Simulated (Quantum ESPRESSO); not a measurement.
# MoPd under changes of volume

One of the cells (15.434 Å³/atom); the others are scaled copies at fixed shape and fractional positions:

```
Pd Mo
1.0
     2.79390    0.00000    0.00000
    -1.39695    2.41958    0.00000
     0.00000    0.00000    4.56637
Pd Mo
1 1
Cartesian
  0.0000 1.6131 0.0000
  1.3969 0.8065 2.2832
```

The cell comes from a database or a generator and needn't be the stable form of this composition.

```yaml
Program: Quantum ESPRESSO 7.5
Functional: r2SCAN
Potentials_or_basis: SG15 PBE 1.2
Cutoff: 952 eV
Density_cutoff: 3810 eV
k_mesh: 7 × 7 × 4
Occupations: fermi-dirac, width 0.05 eV
Spin: no spin polarisation
```

```csv
volume (Å³/atom),energy over the lowest point (meV/atom),pressure (GPa)
14.508,?,?
14.817,0.60,2.9
15.126,0.00,-2.2
15.434,8.67,-6.7
15.743,25.59,-10.8
16.052,49.83,-14.4
16.361,80.56,-17.5
```

Q: What does the run at 14.508 Å³/atom give?

A: Energy over the lowest point 11.62 meV/atom; pressure 8.7 GPa.

Worked out: A Birch-Murnaghan fit of order 3 (a polynomial in V^(-2/3)) to the other rows has its minimum at 14.99 Å³/atom with B0 = V·E''(V) = 246 GPa and B' = 4.8 at fixed shape and positions, which overstates the stiffness. It gives 11.68 meV/atom at 14.508 Å³/atom, against the run's 11.62, and -dE/dV = 8.7 GPa, against 8.7.

Energies are extrapolated to zero smearing.

Caveats: all runs use coarse meshes; the potentials were made for another functional, which shifts forces and pressure.
